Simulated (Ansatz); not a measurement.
# MgGa6N8: the cost of one run

All numbers below are computed with Ansatz 0.2.0 (DFT PBE, plane waves, PAW, scalar-relativistic, no spin polarisation).

The COD entry's cell or inner coordinates are ideal or old and differ from later refinements, so a difference from it is no clean test against experiment.

## Step 1: The starting structure

The cell holds 15 atoms (Ga6MgN8): a = 6.360 Å, b = 5.508 Å, c = 5.166 Å, α = 90.00°, β = 90.00°, γ = 90.00°.

Coordinates:

```xyz
15
Lattice="-3.1800 -5.5079 0.0000 4.7700 -2.7540 0.0000 0.0000 0.0000 5.1660" Properties=species:S:1:pos:R:3 pbc="T T T"
Ga   -0.0175   -3.6942   -0.0113
Ga    1.5934   -4.5840    2.5888
N    -0.0276   -3.6519    1.9105
N     1.5734   -4.5457    4.5212
Ga    3.2002   -3.7219    0.0190
Ga    0.0045   -1.8356    2.5262
N     3.1939   -3.6841    1.9611
N     0.0551   -1.8455    4.5324
Mg    1.5839   -0.9479   -0.0009
Ga    3.1908   -1.8382    2.5683
N     1.5545   -0.9275    1.9222
N     3.1895   -1.8252    4.5015
Ga    1.6151   -6.3694   -0.0698
N     1.6027   -6.4200    1.8987
N    -1.6054   -4.5764    4.5085
```

## Step 2: End point A

input.yaml reads:

```yaml
crystal:
  lattice:
    - [-3.18, -5.507922, 0.0]
    - [4.77, -2.753961, 0.0]
    - [0.0, 0.0, 5.166]
  atoms:
    - { symbol: Ga, position: [0.5044089, 0.332612, -0.0021885] }
    - { symbol: Ga, position: [0.4989216, 0.6666547, 0.5011313] }
    - { symbol: "N", position: [0.4994369, 0.3271653, 0.3698192] }
    - { symbol: "N", position: [0.4952773, 0.6600474, 0.8751849] }
    - { symbol: Ga, position: [0.2552188, 0.8410494, 0.0036708] }
    - { symbol: Ga, position: [0.2496017, 0.1673379, 0.4890042] }
    - { symbol: "N", position: [0.2505556, 0.8366263, 0.3796119] }
    - { symbol: "N", position: [0.2469557, 0.176197, 0.8773431] }
    - { symbol: Mg, position: [0.0045563, 0.3350884, -0.0001754] }
    - { symbol: Ga, position: [-0.0005471, 0.6685602, 0.4971471] }
    - { symbol: "N", position: [0.0040936, 0.3286128, 0.372078] }
    - { symbol: "N", position: [-0.002206, 0.6671793, 0.871377] }
    - { symbol: Ga, position: [0.7403315, 0.8321508, -0.0135147] }
    - { symbol: "N", position: [0.7482038, 0.8347944, 0.3675331] }
    - { symbol: "N", position: [0.7493675, 0.1630068, 0.8727279] }
total_charge: -2
basis:
  ecutwfc: 420.0
kpoints:
  mp_grid: { grid: [2, 2, 2] }
hamiltonian:
  xc: pbe
  pseudopotentials: { kind: paw, azcp: { folder: soft_1 } }
scf:
  occupations: { method: fermi_dirac, width: 0.02 }
  lower_state_search: "off"
relax:
  f_tol: 0.03
  max_steps: 60
  adjacent_minimum: "off"
```

The run is started by

```bash
$ ansatz run input.yaml --threads 1 --pin off --max-ram 3072MiB --backend cpu --events-out ev --progress --plain --runs-dir out
```

**Question.** How long does this run take on 1 thread of Arm Neoverse V2, shared host, and how much memory does it need?

About 48 s, with a peak of 0.46 GiB.
